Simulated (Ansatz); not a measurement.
# C8H12Ge: basis-set convergence

One table from this session's results is given with a row withheld; the runs are named, their logs left out.

Computed with Ansatz 0.2.0, Gaussian basis. Level: one geometry, several basis sets.

Plan: PBE0-D4/def2-SVP; ωB97M-V/def2-SVP; PBE0-D4/def2-QZVPP; ωB97M-V/def2-QZVPP; the functionals' def2-TZVPP values are taken from earlier runs.

### The relaxed structure

The geometry comes from an earlier relaxation with PBE0-D4 in a triple-zeta def2 set; it is a stationary point, not always the lowest conformer.

SMILES `C=[CH][Ge]([CH]=C)([CH]=C)[CH]=C`, 21 atoms, charge 0, spin multiplicity 1.

Atoms are counted from 1 here; the program's logs count them from 0.

Bond lengths: C1–C2 1.328 Å, C1–H10 1.087 Å, C1–H11 1.087 Å, C2–Ge3 1.943 Å, C2–H12 1.088 Å, Ge3–C4 1.944 Å, Ge3–C6 1.946 Å, Ge3–C8 1.945 Å, C4–C5 1.328 Å, C4–H13 1.089 Å, C5–H14 1.087 Å, C5–H15 1.087 Å, C6–C7 1.328 Å, C6–H16 1.088 Å, C7–H17 1.087 Å, C7–H18 1.087 Å, C8–C9 1.328 Å, C8–H19 1.089 Å and more. Angles: C2–C1–H10 122.1°, C2–C1–H11 121.7°, H10–C1–H11 116.2°, C1–C2–Ge3 122.8°, C1–C2–H12 118.7°, Ge3–C2–H12 118.4°, C2–Ge3–C4 109.7°, C2–Ge3–C6 109.4°, C2–Ge3–C8 109.4°, C4–Ge3–C6 109.8°, C4–Ge3–C8 109.7°, C6–Ge3–C8 108.8°, Ge3–C4–C5 123.6°, Ge3–C4–H13 117.9°, C5–C4–H13 118.5°, C4–C5–H14 121.9°, C4–C5–H15 122.1°, H14–C5–H15 116.0° and more.

Coordinates:

```xyz
21

C    -1.4144    2.0004   -0.8392
C    -0.1718    1.5510   -0.7064
Ge    0.2568   -0.0994    0.2254
C     1.7783    0.1880    1.4011
C     2.2929    1.3853    1.6562
C    -1.2832   -0.6739    1.2668
C    -2.0614   -1.6884    0.9081
C     0.6855   -1.4817   -1.0742
C     0.3907   -1.3755   -2.3646
H    -1.6429    2.9139   -1.3825
H    -2.2618    1.4715   -0.4107
H     0.6403    2.1156   -1.1607
H     2.2263   -0.6830    1.8768
H     1.8869    2.2913    1.2146
H     3.1434    1.5183    2.3200
H    -1.5120   -0.1319    2.1826
H    -2.9210   -1.9939    1.4994
H    -1.8722   -2.2600    0.0032
H     1.1881   -2.3817   -0.7245
H     0.6365   -2.1569   -3.0792
H    -0.1098   -0.4980   -2.7654
```

Set-up of the first run:

The input, in.yaml:

```yaml
crystal:
  periodic: [false, false, false]
  atoms:
    - {symbol: C, position_ang: [-1.414439, 2.000386, -0.839197]}
    - {symbol: C, position_ang: [-0.171779, 1.551009, -0.706389]}
    - {symbol: Ge, position_ang: [0.256800, -0.099398, 0.225376]}
    - {symbol: C, position_ang: [1.778347, 0.188003, 1.401061]}
    - {symbol: C, position_ang: [2.292861, 1.385260, 1.656244]}
    - {symbol: C, position_ang: [-1.283157, -0.673934, 1.266838]}
    - {symbol: C, position_ang: [-2.061366, -1.688408, 0.908054]}
    - {symbol: C, position_ang: [0.685451, -1.481658, -1.074179]}
    - {symbol: C, position_ang: [0.390659, -1.375530, -2.364604]}
    - {symbol: H, position_ang: [-1.642872, 2.913863, -1.382490]}
    - {symbol: H, position_ang: [-2.261754, 1.471538, -0.410665]}
    - {symbol: H, position_ang: [0.640273, 2.115589, -1.160695]}
    - {symbol: H, position_ang: [2.226349, -0.682965, 1.876806]}
    - {symbol: H, position_ang: [1.886876, 2.291269, 1.214588]}
    - {symbol: H, position_ang: [3.143414, 1.518259, 2.319954]}
    - {symbol: H, position_ang: [-1.512002, -0.131934, 2.182626]}
    - {symbol: H, position_ang: [-2.920957, -1.993858, 1.499438]}
    - {symbol: H, position_ang: [-1.872192, -2.260011, 0.003250]}
    - {symbol: H, position_ang: [1.188132, -2.381742, -0.724468]}
    - {symbol: H, position_ang: [0.636523, -2.156940, -3.079229]}
    - {symbol: H, position_ang: [-0.109766, -0.497999, -2.765417]}
basis:
  gaussian: {orbitals: def2-SVP}
hamiltonian: {xc: pbe0, dispersion: d4}
output: {orbitals: {seedname: orbitals}}
```

Started as:

```sh
$ ansatz run in.yaml --threads 4 --pin off --events-out ev --progress --plain --max-ram 63488MiB --backend cpu
```

Steps of the session up to this table: PBE0-D4 in def2-SVP; ωB97M-V in def2-SVP; PBE0-D4 in def2-QZVPP; ωB97M-V in def2-QZVPP.

One of the session's tables, all rows but one given; the rest of the session is left out.

It belongs to the step «Density functionals: the series». 

```
functional       basis  HOMO (eV)  LUMO (eV)
   PBE0-D4    def2-SVP      -7.53      -0.31
   PBE0-D4  def2-TZVPP          ?          ?
   PBE0-D4  def2-QZVPP      -7.60      -0.54
   ωB97M-V    def2-SVP      -9.73       1.83
   ωB97M-V  def2-TZVPP      -9.79       1.56
   ωB97M-V  def2-QZVPP      -9.80       1.45
```

Q: Estimate the row for PBE0-D4, def2-TZVPP from the others.

**Answer.** HOMO (eV): -7.59; LUMO (eV): -0.49. In the column «HOMO (eV)» it lies between PBE0-D4, def2-QZVPP (-7.60) and PBE0-D4, def2-SVP (-7.53).
